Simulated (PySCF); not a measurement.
**CH6FNSn (SMILES [CH3][SnH]([NH2])[F]) at 3 levels**

Wanted: a comparison of 3 runs (PBE0/def2-SVP, CAM-B3LYP/def2-TZVP, r2SCAN/def2-TZVP) of CH6FNSn. The job is set up through a Python script.

The results are computed with PySCF 2.14.0.

### Step 1. The system as given

CH6FNSn: 10 atoms, total charge 0, spin state singlet. As SMILES, `[CH3][SnH]([NH2])[F]`. Geometry: relaxed at PBE0-D4/def2-TZVP. This is one conformer, not always the lowest.

Bond lengths: C1–Sn2 2.121 Å, Sn2–N3 2.000 Å, Sn2–F4 1.931 Å, C1–H5 1.090 Å, C1–H6 1.090 Å, C1–H7 1.089 Å, Sn2–H8 1.704 Å, N3–H9 1.008 Å, N3–H10 1.008 Å. Some angles: C1–Sn2–N3 111.9°, C1–Sn2–F4 103.5°, N3–Sn2–F4 105.0°, C1–Sn2–H8 120.3°, N3–Sn2–H8 111.0°, F4–Sn2–H8 103.2°, Sn2–C1–H5 108.9°, Sn2–C1–H6 110.7°, Sn2–C1–H7 109.4°, Sn2–N3–H9 117.9°.

### Step 2. Energy and forces at PBE0/def2-SVP (core potential) (run 1)

File input.py:

```python
import pyscf.grad
from pyscf import gto, dft

mol = gto.M(
    atom='''
C     -1.023300     1.186900     0.305600
Sn    -0.012600    -0.424100    -0.632800
N      1.522200    -1.085200     0.465800
F     -1.308600    -1.855400    -0.593400
H     -1.191500     0.935400     1.352900
H     -0.432400     2.100700     0.242800
H     -1.985300     1.342500    -0.181300
H      0.413300    -0.329300    -2.280300
H      1.719700    -0.610700     1.333200
H      2.381600    -1.312000    -0.009700
''',
    verbose=4,
    charge=0,
    ecp={'Sn': 'def2-svp'},
    basis='def2-svp',
    spin=0,
    max_memory=1860,
)

mf = dft.RKS(mol, xc='pbe0')
mf.grids.level = 5
mf.conv_tol = 1e-10
mf.kernel()
if not mf.converged:
    mf = mf.newton().run(mf.mo_coeff, mf.mo_occ)

e_tot = mf.e_tot
print('E = %.10f Eh' % e_tot)
grad = mf.Gradients().kernel()
dip = mf.dip_moment()
pop, q = mf.mulliken_pop()
```

Run with:

```bash
OMP_NUM_THREADS=1 python input.py
```

Output:

```text
PySCF version 2.14.0

[... 81 lines left out ...]
converged SCF energy = -410.269176194016
[... 13 lines left out ...]
Dipole moment(X, Y, Z, Debye):  2.20802,  3.34986,  0.34859
[... 70 lines left out ...]
pop of  4 H 2s            0.15928
pop of  4 H 2px           0.00565
pop of  4 H 2py           0.00672
pop of  4 H 2pz           0.01411
pop of  5 H 1s            0.72684
pop of  5 H 2s            0.16667
pop of  5 H 2px           0.00852
pop of  5 H 2py           0.01237
pop of  5 H 2pz           0.00548
pop of  6 H 1s            0.72387
pop of  6 H 2s            0.15772
pop of  6 H 2px           0.01287
pop of  6 H 2py           0.00608
pop of  6 H 2pz           0.00744
pop of  7 H 1s            0.68041
pop of  7 H 2s            0.42077
pop of  7 H 2px           0.00094
pop of  7 H 2py           0.00058
pop of  7 H 2pz           0.00747
pop of  8 H 1s            0.70845
pop of  8 H 2s            0.10884
pop of  8 H 2px           0.01056
pop of  8 H 2py           0.01641
pop of  8 H 2pz           0.02109
pop of  9 H 1s            0.70734
pop of  9 H 2s            0.10646
pop of  9 H 2px           0.01929
pop of  9 H 2py           0.01477
pop of  9 H 2pz           0.01395
 ** Mulliken atomic charges  **
charge of    0C =     -0.35362
charge of    1Sn =      0.85193
charge of    2N =     -0.47081
charge of    3F =     -0.45216
charge of    4H =      0.08984
charge of    5H =      0.08013
charge of    6H =      0.09202
charge of    7H =     -0.11017
charge of    8H =      0.13465
charge of    9H =      0.13819
```

It took 77 s on 1 thread of Intel Xeon at 2.50GHz (Skylake/Cascade Lake), shared host; peak memory 0.97 GiB.

### Step 3. Energy and forces at CAM-B3LYP/def2-TZVP (core potential) (run 2)

File input.py:

```python
import pyscf.grad
from pyscf import gto, dft

mol = gto.M(
    atom='''
C   -1.023300   1.186900   0.305600
Sn  -0.012600  -0.424100  -0.632800
N    1.522200  -1.085200   0.465800
F   -1.308600  -1.855400  -0.593400
H   -1.191500   0.935400   1.352900
H   -0.432400   2.100700   0.242800
H   -1.985300   1.342500  -0.181300
H    0.413300  -0.329300  -2.280300
H    1.719700  -0.610700   1.333200
H    2.381600  -1.312000  -0.009700
''',
    basis='def2-tzvp',
    ecp={'Sn': 'def2-svp'},
    max_memory=1860,
    verbose=4,
)

calc0 = dft.RKS(mol, xc='cam-b3lyp')
calc0.conv_tol = 1e-10
calc0.grids.level = 5
calc0.kernel()
if not calc0.converged:
    calc0 = calc0.newton().run(calc0.mo_coeff, calc0.mo_occ)

etot = calc0.e_tot
print('E = %.10f Eh' % etot)
grad = calc0.Gradients().kernel()
dip = calc0.dip_moment()
pop, q = calc0.mulliken_pop()
```

Run with:

```bash
OMP_NUM_THREADS=1 python input.py
```

Output:

```text
PySCF version 2.14.0

[... 84 lines left out ...]
converged SCF energy = -410.648126117952
[... 13 lines left out ...]
Dipole moment(X, Y, Z, Debye):  2.13888,  3.44825,  0.24353
[... 151 lines left out ...]
pop of  5 H 2s            0.46478
pop of  5 H 3s            0.09830
pop of  5 H 2px           0.00690
pop of  5 H 2py           0.01060
pop of  5 H 2pz           0.00464
pop of  6 H 1s            0.27002
pop of  6 H 2s            0.46046
pop of  6 H 3s            0.09276
pop of  6 H 2px           0.01097
pop of  6 H 2py           0.00519
pop of  6 H 2pz           0.00618
pop of  7 H 1s            0.22929
pop of  7 H 2s            0.53372
pop of  7 H 3s            0.30592
pop of  7 H 2px           0.00094
pop of  7 H 2py           0.00056
pop of  7 H 2pz           0.00631
pop of  8 H 1s            0.27022
pop of  8 H 2s            0.40142
pop of  8 H 3s            0.06076
pop of  8 H 2px           0.00829
pop of  8 H 2py           0.01411
pop of  8 H 2pz           0.01751
pop of  9 H 1s            0.27019
pop of  9 H 2s            0.39933
pop of  9 H 3s            0.05952
pop of  9 H 2px           0.01712
pop of  9 H 2py           0.01314
pop of  9 H 2pz           0.00966
 ** Mulliken atomic charges  **
charge of    0C =     -0.63852
charge of    1Sn =      1.11721
charge of    2N =     -0.79132
charge of    3F =     -0.51765
charge of    4H =      0.14970
charge of    5H =      0.14419
charge of    6H =      0.15441
charge of    7H =     -0.07676
charge of    8H =      0.22770
charge of    9H =      0.23103
```

Run time: 9.3 min. Hardware: 1 thread of Intel Xeon at 2.50GHz (Skylake/Cascade Lake), shared host; peak memory 2.5 GiB.

### Step 4. Energy and gradient at r2SCAN/def2-TZVP (core potential) (run 3)

File job.py:

```python
import pyscf.grad
from pyscf import gto, dft

mol = gto.Mole()
mol.atom = [
    ('C', (-1.023300, 1.186900, 0.305600)),
    ('Sn', (-0.012600, -0.424100, -0.632800)),
    ('N', (1.522200, -1.085200, 0.465800)),
    ('F', (-1.308600, -1.855400, -0.593400)),
    ('H', (-1.191500, 0.935400, 1.352900)),
    ('H', (-0.432400, 2.100700, 0.242800)),
    ('H', (-1.985300, 1.342500, -0.181300)),
    ('H', (0.413300, -0.329300, -2.280300)),
    ('H', (1.719700, -0.610700, 1.333200)),
    ('H', (2.381600, -1.312000, -0.009700)),
]
mol.max_memory = 1860
mol.ecp = {'Sn': 'def2-svp'}
mol.verbose = 4
mol.basis = 'def2-tzvp'
mol.charge = 0
mol.build()

mf = dft.RKS(mol)
mf.xc = 'r2scan'
mf.conv_tol = 1e-10
mf.grids.level = 5
mf.kernel()
if not mf.converged:
    mf = mf.newton().run(mf.mo_coeff, mf.mo_occ)

etot = mf.e_tot
print('Final energy', etot)
grad = mf.Gradients().kernel()
mf.analyze()
```

Run with:

```bash
OMP_NUM_THREADS=1 python job.py
```

Output:

```text
PySCF version 2.14.0

[... 113 lines left out ...]
MO #4   energy= -5.04406353840524  occ= 2
[... 15 lines left out ...]
MO #20  energy= -0.349107961367325 occ= 2
[... 15 lines left out ...]
MO #36  energy= 0.164219946131706  occ= 0
[... 15 lines left out ...]
MO #52  energy= 0.468824854885677  occ= 0
[... 15 lines left out ...]
MO #68  energy= 0.88780621461918   occ= 0
[... 15 lines left out ...]
MO #84  energy= 1.38183885981141   occ= 0
[... 15 lines left out ...]
MO #100 energy= 2.03903317908551   occ= 0
[... 15 lines left out ...]
MO #116 energy= 2.49374652133842   occ= 0
[... 15 lines left out ...]
MO #132 energy= 3.23796697339069   occ= 0
[... 15 lines left out ...]
MO #148 energy= 4.31516466183914   occ= 0
[... 15 lines left out ...]
MO #164 energy= 7.05022349590117   occ= 0
[... 16 lines left out ...]
WARN: Weak orthogonality for localized orbitals 1.6640702854507786e-09
[... 154 lines left out ...]
pop of  5 H 3s            0.00261
pop of  5 H 2px           0.00036
pop of  5 H 2py           0.00153
pop of  5 H 2pz           0.00030
pop of  6 H 1s            0.85221
pop of  6 H 2s            0.00555
pop of  6 H 3s            0.00262
pop of  6 H 2px           0.00077
pop of  6 H 2py           0.00035
pop of  6 H 2pz           0.00024
pop of  7 H 1s            1.47084
pop of  7 H 2s            0.03036
pop of  7 H 3s            0.00897
pop of  7 H 2px           0.00543
pop of  7 H 2py           0.00258
pop of  7 H 2pz           0.04798
pop of  8 H 1s            0.75376
pop of  8 H 2s            0.00915
pop of  8 H 3s            0.00404
pop of  8 H 2px           0.00136
pop of  8 H 2py           0.00186
pop of  8 H 2pz           0.00125
pop of  9 H 1s            0.75105
pop of  9 H 2s            0.00860
pop of  9 H 3s            0.00396
pop of  9 H 2px           0.00120
pop of  9 H 2py           0.00193
pop of  9 H 2pz           0.00070
 ** Mulliken atomic charges  **
charge of    0C =     -1.06461
charge of    1Sn =      2.85842
charge of    2N =     -1.24222
charge of    3F =     -0.84250
charge of    4H =      0.13099
charge of    5H =      0.12670
charge of    6H =      0.13825
charge of    7H =     -0.56618
charge of    8H =      0.22858
charge of    9H =      0.23256
Dipole moment(X, Y, Z, Debye):  2.07873,  3.31654,  0.34173
```

Wall time 5.4 min (1 thread of Intel Xeon at 2.50GHz (Skylake/Cascade Lake), shared host); peak memory 2.5 GiB.

### Step 5. All runs side by side

```csv
run,level,energy (Eh),dipole moment (D),HOMO energy (eV),LUMO energy (eV),wall time
1,PBE0/def2-SVP (core potential),-410.269176,4.03,-7.19,0.40,77 s
2,CAM-B3LYP/def2-TZVP (core potential),-410.648126,4.07,-8.89,0.82,9.3 min
3,r2SCAN/def2-TZVP (core potential),-410.716498,3.93,-6.31,-0.56,5.4 min
```

### Step 6. Summary of results

| quantity | value |
| --- | --- |
| run 3: total energy | -410.71650 Eh |
| run 3: dipole moment | 3.93 D |
| run 3: HOMO energy | -6.31 eV |
| run 3: LUMO energy | -0.56 eV |
| run 3: HOMO–LUMO gap | 5.75 eV |
| run 3: largest force on an atom | 0.144 eV/Å |

**Reading.** The dipole moment (its size) runs from 3.93 D (r2SCAN/def2-TZVP) to 4.07 D (CAM-B3LYP/def2-TZVP). The HOMO–LUMO gap runs from 5.75 eV (r2SCAN/def2-TZVP) to 9.71 eV (CAM-B3LYP/def2-TZVP). Totals of different functionals can't be ranked against each other. All runs together took 16 min, the longest 9.3 min.
